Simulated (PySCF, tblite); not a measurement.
# C₆H₈NO₂−: tautomers, part 1 of 2

Aim: compute the tautomers of C₆H₈NO₂− (`N#CCCCCC(=O)[O-]`).

Programs: tblite 0.8.0 and PySCF 2.14.0, with routines of our own; each step states its level. All values are computed. Atoms count from 0.

### Step 1. The system as given

17 atoms, charge -1, multiplicity 1; geometry from: start built from the parent or by distance geometry.

### Step 2. Relaxing the molecule with GFN2-xTB

The job: settings as JSON, then the geometry in Å.

```
{"job": {"kind": "relax", "xc": "GFN2-xTB", "basis": "xTB"}, "charge": -1, "multiplicity": 1}
N     -3.388100     1.052800     0.323700
C     -2.543500     0.301300     0.363900
C     -1.438400    -0.713700     0.456200
C     -0.543000    -0.629900    -0.790600
C      0.333700     0.608300    -0.855800
C      1.225800     0.872100     0.328600
C      2.142600    -0.319000     0.603400
O      1.731900    -1.095500     1.520300
O      3.188900    -0.400900    -0.099700
H     -0.905100    -0.593400     1.390100
H     -1.918500    -1.707000     0.485100
H      0.095100    -1.539000    -0.769400
H     -1.155800    -0.710800    -1.667700
H     -0.292500     1.488800    -1.034800
H      0.952400     0.537400    -1.765600
H      0.636500     1.113900     1.247600
H      1.864100     1.758800     0.144000
```

On the command line:

```console
$ OMP_NUM_THREADS=1 python redox_run.py task.json out
```

One launch serves the whole session: the jobs run in the order shown.

Log:

```text
step      E/eV     max force
  0    -766.74948    3.812
  1    -766.71276    6.757
  2    -766.93550    1.073
  3    -766.96171    0.420
  4    -766.97392    0.251
  5    -766.99126    0.260
  6    -766.99555    0.253
  7    -766.99958    0.164
  8    -767.00205    0.140
  9    -767.00512    0.133
 10    -767.00708    0.127
 11    -767.00902    0.088
 12    -767.01087    0.129
 13    -767.01322    0.157
 14    -767.01603    0.162
 15    -767.01894    0.141
 16    -767.02141    0.112
 17    -767.02355    0.125
 18    -767.02570    0.134
 19    -767.02798    0.124
 20    -767.03013    0.128
 21    -767.03186    0.109
 22    -767.03327    0.098
 23    -767.03462    0.085
 24    -767.03602    0.093
 25    -767.03730    0.069
 26    -767.03832    0.078
 27    -767.03921    0.076
 28    -767.04028    0.098
 29    -767.04171    0.120
 30    -767.04354    0.103
 31    -767.04561    0.104
 32    -767.04784    0.116
 33    -767.05021    0.120
 34    -767.05257    0.110
 35    -767.05460    0.097
 36    -767.05626    0.093
 37    -767.05796    0.126
 38    -767.06011    0.158
 39    -767.06269    0.145
 40    -767.06524    0.127
 41    -767.06753    0.121
 42    -767.06989    0.136
 43    -767.07294    0.158
 44    -767.07621    0.213
 45    -767.07970    0.161
 46    -767.08251    0.107
 47    -767.08509    0.091
 48    -767.08614    0.086
 49    -767.08798    0.088
 50    -767.08895    0.067
 51    -767.08990    0.059
 52    -767.09067    0.068
 53    -767.09138    0.061
 54    -767.09192    0.060
 55    -767.09230    0.054
 56    -767.09258    0.044
 57    -767.09280    0.032
 58    -767.09303    0.037
 59    -767.09330    0.040
 60    -767.09364    0.054
 61    -767.09407    0.062
 62    -767.09460    0.056
 63    -767.09521    0.065
 64    -767.09577    0.050
 65    -767.09617    0.048
 66    -767.09643    0.042
 67    -767.09662    0.033
 68    -767.09676    0.027
 69    -767.09685    0.019
 70    -767.09689    0.016
 71    -767.09693    0.016
 72    -767.09698    0.019
 73    -767.09704    0.022
 74    -767.09712    0.024
 75    -767.09721    0.021
 76    -767.09733    0.025
 77    -767.09746    0.029
 78    -767.09759    0.026
 79    -767.09772    0.028
 80    -767.09784    0.028
 81    -767.09797    0.026
 82    -767.09810    0.026
 83    -767.09819    0.021
 84    -767.09825    0.015
 85    -767.09828    0.014
 86    -767.09832    0.014
 87    -767.09836    0.020
 88    -767.09841    0.019
 89    -767.09844    0.014
 90    -767.09848    0.016
 91    -767.09851    0.016
 92    -767.09856    0.024
 93    -767.09862    0.027
 94    -767.09870    0.022
 95    -767.09876    0.016
 96    -767.09881    0.015
 97    -767.09884    0.016
 98    -767.09888    0.019
 99    -767.09892    0.018
100    -767.09897    0.016
101    -767.09899    0.015
102    -767.09901    0.010
103    -767.09902    0.007
```

It took 2.4 s on 1 thread of Intel Xeon Platinum 8259CL at 2.50GHz, shared host.

Relaxation path: (not every step is listed) (the energy doesn't fall at every step)

```tsv
step	energy from step 0 (eV)	largest force (eV/Å)
0	0.0000	3.8124
1	0.0367	6.7573
2	-0.1860	1.0727
3	-0.2122	0.4199
4	-0.2244	0.2512
5	-0.2418	0.2605
6	-0.2461	0.2533
7	-0.2501	0.1638
8	-0.2526	0.1398
17	-0.2741	0.1254
26	-0.2888	0.0778
35	-0.3051	0.0968
44	-0.3267	0.2130
53	-0.3419	0.0609
62	-0.3451	0.0564
71	-0.3475	0.0163
80	-0.3484	0.0281
89	-0.3490	0.0136
98	-0.3494	0.0187
99	-0.3494	0.0185
100	-0.3495	0.0162
101	-0.3495	0.0149
102	-0.3495	0.0104
103	-0.3495	0.0066
```

Distances of close pairs at the start and the end, largest changes first:

```tsv
bond	before (Å)	after (Å)	change (Å)
C1–C2	1.503	1.426	-0.077
C5–C6	1.528	1.585	+0.057
C6–O8	1.263	1.234	-0.030
C2–H9	1.082	1.108	+0.026
C5–H15	1.118	1.094	-0.025
C3–H12	1.073	1.097	+0.024
C4–C5	1.506	1.530	+0.024
C6–O7	1.270	1.247	-0.022
```

The next job starts from the end point, and lists it.

### Step 3. Harmonic vibrations with GFN2-xTB

The job: settings as JSON, then the geometry in Å.

```
{"job": {"kind": "ir", "xc": "GFN2-xTB", "basis": "xTB"}, "charge": -1, "multiplicity": 1}
N     -2.987852     1.113342     0.757819
C     -2.223372     0.271189     0.599683
C     -1.295780    -0.793177     0.395865
C     -0.498466    -0.650022    -0.908150
C      0.284419     0.662949    -0.984679
C      1.104977     0.951836     0.273714
C      1.870652    -0.337029     0.787319
O      1.286969    -0.971918     1.688615
O      2.952495    -0.586902     0.249609
H     -0.551297    -0.816003     1.216697
H     -1.844804    -1.740917     0.403812
H      0.211128    -1.478872    -0.941320
H     -1.166407    -0.731042    -1.774884
H     -0.412289     1.491500    -1.168435
H      0.961059     0.599141    -1.841708
H      0.453108     1.311825     1.074509
H      1.841464     1.728161     0.050898
```

Log:

```text
mode    cm-1     km/mol
  1      50.0      4.67
  2      75.5      8.03
  3      95.9     12.73
  4     165.3      7.02
  5     196.7     24.84
  6     232.3     28.58
  7     300.8      5.08
  8     416.7      6.89
  9     439.6      2.31
 10     444.8      4.56
 11     574.8     11.36
 12     597.2     14.06
 13     733.4     37.56
 14     764.9     72.05
 15     827.4     76.28
 16     859.0      4.99
 17     916.4      8.14
 18     963.0      8.22
 19     999.1      0.65
 20    1051.7      9.83
 21    1068.6      3.51
 22    1115.3     24.49
 23    1141.7     21.03
 24    1151.0     12.02
 25    1189.4      7.50
 26    1256.0      9.46
 27    1288.0     18.36
 28    1299.3     76.83
 29    1320.0    250.18
 30    1348.0      2.61
 31    1354.4     25.48
 32    1417.5     32.70
 33    1481.4      1.76
 34    1488.1      1.95
 35    1497.4      0.91
 36    1761.7    739.44
 37    2377.9    414.36
 38    2743.4    381.26
 39    2889.6     77.54
 40    2910.9    101.15
 41    2934.2     51.85
 42    2945.5     32.64
 43    2959.8    113.70
 44    2963.5     87.42
 45    2990.9     42.94
ZPE 344.513  H(298)-E 371.040  G(298)-E 255.197 kJ/mol  S 388.54 J/(mol K)
```

Wall time 1.1 s (1 thread of Intel Xeon Platinum 8259CL at 2.50GHz, shared host); peak memory 0.2 GiB.

Which atoms move in the most intense modes:

```tsv
cm⁻¹	km/mol	atoms
1320	250.2	C6 22 %, O7 16 %, O8 15 %, H9 14 %
1762	739.4	C6 70 %, O8 18 %, O7 11 %
2378	414.4	C1 60 %, N0 38 %
2743	381.3	H9 92 %
2890	77.5	H13 86 %
2911	101.2	H12 87 %
2960	113.7	H14 47 %, H15 42 %
2964	87.4	H16 62 %, H14 21 %
```

### Step 4. Geometry optimisation at PBE0-D3(BJ)/def2-SVP

The job, as its differences from that of step 3:

```diff
@@ -1,2 +1,2 @@
-{"job": {"kind": "ir", "xc": "GFN2-xTB", "basis": "xTB"}, "charge": -1, "multiplicity": 1}
+{"job": {"xc": "PBE0", "basis": "def2-SVP", "d3": "d3bj", "grid": 1, "kind": "geom"}, "charge": -1, "multiplicity": 1}
 N     -2.987852     1.113342     0.757819
```

Log:

```text
step   0  E = -437.89480038  max force = 0.023692
step   1  E = -437.89725372  max force = 0.002259
step   2  E = -437.89731184  max force = 0.000582
step   3  E = -437.89731631  max force = 0.000277
optimisation converged
```

Wall time 82 s (1 thread of Intel Xeon Platinum 8259CL at 2.50GHz, shared host); peak memory 0.73 GiB.

Relaxation path:

```tsv
step	energy from step 0 (eV)	largest force component (eV/Å)
0	0.0000	1.2183
1	-0.0668	0.1162
2	-0.0683	0.0299
3	-0.0685	0.0142
```

Close pairs (by a distance rule), those that changed most:

```tsv
bond	before (Å)	after (Å)	change (Å)
C5–C6	1.585	1.557	-0.028
C1–C2	1.426	1.454	+0.027
N0–C1	1.148	1.161	+0.012
C6–O7	1.247	1.258	+0.011
C2–H9	1.108	1.118	+0.010
C5–H15	1.094	1.103	+0.009
C4–H14	1.094	1.103	+0.009
C3–H11	1.092	1.101	+0.009
```

The final coordinates are the input of the step that follows.

```tsv
at the end point	value
point group (found at 0.08 Å tolerance)	C1
rotational constants (GHz, main isotopes)	3.264, 0.948, 0.893
```

### Step 5. Single point (C6H8NO2−): wB97X-D3(BJ)/ma-def2-SVP

Geometry: PBE0-D3(BJ)/def2-SVP.

The job: settings as JSON, then the geometry in Å.

```
{"job": {"kind": "sp", "xc": "wB97X", "basis": "ma-def2-SVP", "d3": "d3bj", "grid": 2}, "charge": -1, "multiplicity": 1}
N     -3.069838     1.109675     0.791120
C     -2.283238     0.268514     0.647978
C     -1.300191    -0.785942     0.461113
C     -0.513826    -0.689215    -0.851166
C      0.283205     0.605846    -1.005382
C      1.099777     0.977295     0.233093
C      1.939898    -0.241572     0.716071
O      1.400172    -0.946534     1.607904
O      3.012325    -0.429524     0.121661
H     -0.533675    -0.771137     1.274736
H     -1.827334    -1.752256     0.525460
H      0.187448    -1.537726    -0.841553
H     -1.184503    -0.826371    -1.717910
H     -0.401073     1.431796    -1.274583
H      0.977098     0.474952    -1.852849
H      0.429584     1.315094     1.041164
H      1.773510     1.811111    -0.021990
```

Log:

```text
coarse grid: 14712 points
cycle   1  E = -438.2350052089  dE =  1.399e+00  |g| = 1.133e+00  |ddm| = 5.869e+00
cycle   2  E = -438.1258520863  dE =  1.092e-01  |g| = 1.445e+00  |ddm| = 7.253e+00
cycle   3  E = -438.5088913223  dE = -3.830e-01  |g| = 1.039e-01  |ddm| = 4.823e+00
cycle   4  E = -438.5102105780  dE = -1.319e-03  |g| = 8.063e-02  |ddm| = 2.938e-01
cycle   5  E = -438.5115761031  dE = -1.366e-03  |g| = 1.487e-02  |ddm| = 1.165e-01
cycle   6  E = -438.5116312648  dE = -5.516e-05  |g| = 4.409e-03  |ddm| = 5.053e-02
cycle   7  E = -438.5116377137  dE = -6.449e-06  |g| = 1.026e-03  |ddm| = 2.021e-02
final grid: 143632 points
cycle   8  E = -438.5800463417  dE = -2.833e-05  |g| = 6.548e-03  |ddm| = 8.480e-02
cycle   9  E = -438.5800447889  dE =  1.553e-06  |g| = 7.520e-03  |ddm| = 3.004e-02
cycle  10  E = -438.5800547917  dE = -1.000e-05  |g| = 3.917e-04  |ddm| = 1.434e-02
cycle  11  E = -438.5800548199  dE = -2.821e-08  |g| = 2.946e-04  |ddm| = 1.611e-03
cycle  12  E = -438.5800548374  dE = -1.744e-08  |g| = 9.468e-05  |ddm| = 7.407e-04
cycle  13  E = -438.5800548394  dE = -2.036e-09  |g| = 1.683e-05  |ddm| = 2.003e-04
converged SCF energy = -438.5800548394
```

Run time: 33 s. Hardware: 1 thread of Intel Xeon Platinum 8259CL at 2.50GHz, shared host; peak memory 0.77 GiB.

### Step 6. Single point (C6H8NO2−): wB97X-D3(BJ)/ma-def2-SVP in methanol

Geometry: PBE0-D3(BJ)/def2-SVP.

The job, as its differences from that of step 5:

```diff
@@ -1,2 +1,2 @@
-{"job": {"kind": "sp", "xc": "wB97X", "basis": "ma-def2-SVP", "d3": "d3bj", "grid": 2}, "charge": -1, "multiplicity": 1}
+{"job": {"kind": "sp", "xc": "wB97X", "basis": "ma-def2-SVP", "d3": "d3bj", "grid": 2, "solvent": "methanol"}, "charge": -1, "multiplicity": 1}
 N     -3.069838     1.109675     0.791120
```

Log:

```text
final grid: 143632 points
cycle   1  E = -438.6748085665  dE = -3.947e-03  |g| = 4.437e-02  |ddm| = 1.429e+00
cycle   2  E = -438.6750587063  dE = -2.501e-04  |g| = 4.564e-02  |ddm| = 3.229e-01
cycle   3  E = -438.6754834518  dE = -4.247e-04  |g| = 8.777e-03  |ddm| = 7.692e-02
cycle   4  E = -438.6755179786  dE = -3.453e-05  |g| = 4.211e-03  |ddm| = 7.474e-02
cycle   5  E = -438.6755240258  dE = -6.047e-06  |g| = 1.250e-03  |ddm| = 2.392e-02
cycle   6  E = -438.6755244794  dE = -4.536e-07  |g| = 3.542e-04  |ddm| = 4.469e-03
cycle   7  E = -438.6755245376  dE = -5.814e-08  |g| = 9.237e-05  |ddm| = 2.257e-03
cycle   8  E = -438.6755245449  dE = -7.382e-09  |g| = 2.465e-05  |ddm| = 1.105e-03
converged SCF energy = -438.6755245449
```

Run time: 34 s. Hardware: 1 thread of Intel Xeon Platinum 8259CL at 2.50GHz, shared host; peak memory 0.89 GiB.

### Step 7. Geometry optimisation with GFN2-xTB

This step treats C6H8NO2−, `N#CCCC/C=C(\[O-])O`.

The job: settings as JSON, then the geometry in Å.

```
{"job": {"kind": "relax", "xc": "GFN2-xTB", "basis": "xTB"}, "charge": -1, "multiplicity": 1}
N      2.919400    -2.710000     0.417700
C      2.199500    -1.801500     0.130300
C      1.406100    -0.645900    -0.184500
C      0.636800    -0.106200     1.019800
C      0.012900     1.259000     0.835400
C     -0.996800     1.467000    -0.286900
C     -1.818100     0.595900    -0.872200
O     -1.971900    -0.620100    -0.618800
O     -2.583900     1.166500    -1.850200
H      0.698300    -0.906800    -0.994300
H      2.041100     0.144300    -0.580900
H     -0.124200    -0.853000     1.365100
H      1.330100    -0.033900     1.898300
H      0.847900     1.963400     0.631300
H     -0.454800     1.607500     1.763600
H     -1.051500     2.499200    -0.608400
H     -3.104900     0.385000    -2.085100
```

Log:

```text
step      E/eV     max force
  0    -765.42378    5.016
  1    -765.00954   17.210
  2    -765.69936    1.887
  3    -765.73254    0.812
  4    -765.76112    1.046
  5    -765.78112    1.183
  6    -765.80008    0.466
  7    -765.80891    0.236
  8    -765.81652    0.445
  9    -765.82218    0.364
 10    -765.82637    0.164
 11    -765.83029    0.225
 12    -765.83505    0.414
 13    -765.84080    0.425
 14    -765.84640    0.241
 15    -765.85063    0.158
 16    -765.85362    0.238
 17    -765.85607    0.245
 18    -765.85851    0.149
 19    -765.86114    0.122
 20    -765.86374    0.161
 21    -765.86591    0.191
 22    -765.86765    0.128
 23    -765.86937    0.141
 24    -765.87147    0.223
 25    -765.87384    0.223
 26    -765.87569    0.136
 27    -765.87666    0.064
 28    -765.87718    0.065
 29    -765.87764    0.078
 30    -765.87815    0.079
 31    -765.87868    0.061
 32    -765.87918    0.071
 33    -765.87965    0.075
 34    -765.88009    0.058
 35    -765.88053    0.054
 36    -765.88098    0.063
 37    -765.88151    0.076
 38    -765.88215    0.077
 39    -765.88283    0.059
 40    -765.88340    0.057
 41    -765.88382    0.065
 42    -765.88422    0.064
 43    -765.88472    0.063
 44    -765.88534    0.060
 45    -765.88602    0.070
 46    -765.88670    0.064
 47    -765.88739    0.064
 48    -765.88811    0.064
 49    -765.88886    0.089
 50    -765.88964    0.098
 51    -765.89053    0.086
 52    -765.89167    0.087
 53    -765.89300    0.095
 54    -765.89431    0.102
 55    -765.89556    0.105
 56    -765.89686    0.090
 57    -765.89835    0.110
 58    -765.89992    0.094
 59    -765.90135    0.142
 60    -765.90161    0.209
 61    -765.90354    0.137
 62    -765.90472    0.101
 63    -765.90791    0.070
 64    -765.90883    0.082
 65    -765.90992    0.081
 66    -765.91085    0.074
 67    -765.91188    0.063
 68    -765.91260    0.045
 69    -765.91300    0.037
 70    -765.91320    0.031
 71    -765.91332    0.024
 72    -765.91342    0.020
 73    -765.91354    0.026
 74    -765.91369    0.045
 75    -765.91394    0.056
 76    -765.91427    0.056
 77    -765.91473    0.063
 78    -765.91538    0.074
 79    -765.91635    0.103
 80    -765.91766    0.135
 81    -765.91924    0.132
 82    -765.92099    0.101
 83    -765.92284    0.084
 84    -765.92101    0.483
 85    -765.92519    0.138
 86    -765.92610    0.078
 87    -765.92710    0.244
 88    -765.92849    0.093
 89    -765.92930    0.082
 90    -765.93260    0.182
 91    -765.93420    0.110
 92    -765.93588    0.108
 93    -765.93791    0.148
 94    -765.93910    0.101
 95    -765.94001    0.105
 96    -765.94114    0.208
 97    -765.94257    0.092
 98    -765.94429    0.075
 99    -765.94654    0.222
100    -765.94768    0.100
101    -765.94975    0.121
102    -765.95292    0.300
103    -765.95389    0.227
104    -765.95704    0.156
105    -765.95809    0.209
106    -765.96011    0.190
107    -765.96270    0.127
108    -765.96472    0.342
109    -765.96719    0.498
110    -765.97261    0.164
111    -765.97652    0.357
112    -765.97984    0.343
113    -765.98654    0.213
114    -765.98989    0.259
115    -765.99329    0.194
116    -765.99554    0.270
117    -765.99993    0.209
118    -766.00325    0.180
119    -766.00546    0.330
120    -766.00498    0.446
121    -766.00856    0.086
122    -766.00918    0.167
123    -766.00990    0.105
124    -766.01097    0.137
125    -766.01203    0.072
126    -766.01260    0.116
127    -766.01307    0.074
128    -766.01335    0.047
129    -766.01368    0.038
130    -766.01385    0.049
131    -766.01406    0.056
132    -766.01418    0.050
133    -766.01430    0.031
134    -766.01440    0.025
135    -766.01449    0.026
136    -766.01454    0.031
137    -766.01459    0.031
138    -766.01464    0.018
139    -766.01468    0.014
140    -766.01471    0.014
141    -766.01474    0.019
142    -766.01476    0.019
143    -766.01478    0.019
144    -766.01481    0.013
145    -766.01482    0.008
```

Run time: 6.6 s. Hardware: 1 thread of Intel Xeon Platinum 8259CL at 2.50GHz, shared host.

Step by step: (not every step is listed) (the energy doesn't fall at every step)

```tsv
step	energy from step 0 (eV)	largest force (eV/Å)
0	0.0000	5.0163
1	0.4142	17.2104
2	-0.2756	1.8874
3	-0.3088	0.8116
4	-0.3373	1.0456
5	-0.3573	1.1832
6	-0.3763	0.4662
7	-0.3851	0.2365
8	-0.3927	0.4447
21	-0.4421	0.1908
34	-0.4563	0.0576
47	-0.4636	0.0644
60	-0.4778	0.2094
73	-0.4898	0.0260
86	-0.5023	0.0781
99	-0.5228	0.2221
112	-0.5561	0.3434
125	-0.5883	0.0720
138	-0.5909	0.0185
140	-0.5909	0.0137
141	-0.5910	0.0188
142	-0.5910	0.0190
143	-0.5910	0.0188
144	-0.5910	0.0128
145	-0.5910	0.0083
```

Close pairs (by a distance rule), those that changed most:

```tsv
bond	before (Å)	after (Å)	change (Å)
C6–O8	1.367	1.423	+0.057
N0–C1	1.194	1.150	-0.044
C3–H11	1.121	1.093	-0.028
C3–C4	1.512	1.540	+0.027
C3–H12	1.121	1.099	-0.022
C4–C5	1.524	1.503	-0.021
C5–C6	1.333	1.353	+0.021
C1–C2	1.437	1.422	-0.015
```

The next job starts from the end point, and lists it.

### Step 8. Vibrational analysis with GFN2-xTB

The job: settings as JSON, then the geometry in Å.

```
{"job": {"kind": "ir", "xc": "GFN2-xTB", "basis": "xTB"}, "charge": -1, "multiplicity": 1}
N      1.906287    -3.097292     0.458553
C      1.657539    -2.001378     0.213919
C      1.356060    -0.640984    -0.069376
C      0.777468     0.101017     1.142721
C      0.134676     1.423845     0.686779
C     -1.230190     1.262541     0.079178
C     -1.479143     0.670140    -1.111889
O     -0.696380     0.103431    -1.928143
O     -2.848163     0.682463    -1.501577
H      0.602297    -0.567541    -0.888162
H      2.263087    -0.140587    -0.423763
H      0.016742    -0.520130     1.622055
H      1.572483     0.288896     1.878108
H      0.825957     1.899280    -0.023087
H      0.052800     2.086602     1.555769
H     -2.071731     1.651812     0.631821
H     -2.853784     0.208503    -2.342726
```

Log:

```text
mode    cm-1     km/mol
  1      44.2      1.45
  2      84.9      8.68
  3     136.8      6.65
  4     173.2      5.12
  5     208.4      7.13
  6     224.9     42.35
  7     312.0     18.99
  8     400.6      6.53
  9     413.4     88.70
 10     421.8      2.03
 11     495.3     35.72
 12     543.2      5.37
 13     585.8     80.20
 14     599.9      6.69
 15     657.3     55.77
 16     804.6      2.32
 17     819.6     68.59
 18     929.9    124.33
 19     959.8     31.49
 20    1024.7     17.53
 21    1047.5     38.54
 22    1061.1    127.78
 23    1094.1     34.77
 24    1122.3     69.25
 25    1149.4     13.05
 26    1185.5     42.61
 27    1211.0     75.12
 28    1259.9      7.46
 29    1284.0     26.73
 30    1328.2     16.78
 31    1345.7     43.08
 32    1392.8    212.49
 33    1409.1     36.76
 34    1484.7      4.66
 35    1492.3      2.69
 36    1734.9    511.74
 37    2363.7    647.13
 38    2653.2    698.98
 39    2865.5     84.49
 40    2872.4     96.91
 41    2920.3    149.74
 42    2937.6     41.25
 43    2969.9     65.60
 44    3061.0    135.64
 45    3525.4      6.16
ZPE 338.614  H(298)-E 365.965  G(298)-E 248.649 kJ/mol  S 393.48 J/(mol K)
```

It took 2 s on 1 thread of Intel Xeon Platinum 8259CL at 2.50GHz, shared host; peak memory 0.31 GiB.

The strongest bands and the atoms that carry them (share of the mass-weighted mode):

```tsv
cm⁻¹	km/mol	atoms
930	124.3	C2 17 %, C6 14 %, C5 11 %, H14 10 %
1061	127.8	H10 22 %, C2 13 %, C6 11 %, C4 10 %
1393	212.5	C5 29 %, H15 24 %, C6 21 %, O7 12 %
1735	511.7	C6 62 %, C5 25 %
2364	647.1	C1 60 %, N0 38 %
2653	699.0	H9 91 %
2920	149.7	H14 88 %
3061	135.6	H15 92 %
```

### Step 9. Geometry optimisation at PBE0-D3(BJ)/def2-SVP

This step treats C₆H₈NO₂−, `N#CCCC/C=C(\[O-])O`.

The job, as its differences from that of step 8:

```diff
@@ -1,2 +1,2 @@
-{"job": {"kind": "ir", "xc": "GFN2-xTB", "basis": "xTB"}, "charge": -1, "multiplicity": 1}
+{"job": {"xc": "PBE0", "basis": "def2-SVP", "d3": "d3bj", "grid": 1, "kind": "geom"}, "charge": -1, "multiplicity": 1}
 N      1.906287    -3.097292     0.458553
```

Log:

```text
step   0  E = -437.85904933  max force = 0.029704
step   1  E = -437.86283226  max force = 0.006420
step   2  E = -437.86329603  max force = 0.005070
step   3  E = -437.86313170  max force = 0.004807
step   4  E = -437.86343152  max force = 0.002464
step   5  E = -437.86338372  max force = 0.005830
step   6  E = -437.86361688  max force = 0.000720
step   7  E = -437.86363829  max force = 0.000435
step   8  E = -437.86365108  max force = 0.000229
optimisation converged
```

It took 3 min on 1 thread of Intel Xeon Platinum 8259CL at 2.50GHz, shared host; peak memory 0.74 GiB.

Step by step: (the energy doesn't fall at every step)

```tsv
step	energy from step 0 (eV)	largest force component (eV/Å)
0	0.0000	1.5274
1	-0.1029	0.3301
2	-0.1156	0.2607
3	-0.1111	0.2472
4	-0.1192	0.1267
5	-0.1179	0.2998
6	-0.1243	0.0370
7	-0.1249	0.0224
8	-0.1252	0.0118
```

Close pairs (by a distance rule), those that changed most:

```tsv
bond	before (Å)	after (Å)	change (Å)
C1–C2	1.422	1.453	+0.031
C6–O8	1.423	1.394	-0.029
C5–C6	1.353	1.381	+0.028
C5–H15	1.079	1.092	+0.013
C4–H13	1.099	1.111	+0.012
N0–C1	1.150	1.161	+0.010
C4–H14	1.096	1.106	+0.010
C3–H12	1.099	1.109	+0.010
```

The end geometry stands in the next job.

```tsv
at the end point	value
point group (found at 0.08 Å tolerance)	C1
rotational constants (GHz, main isotopes)	2.871, 0.839, 0.717
```

(Continued in part 2 of 2.)
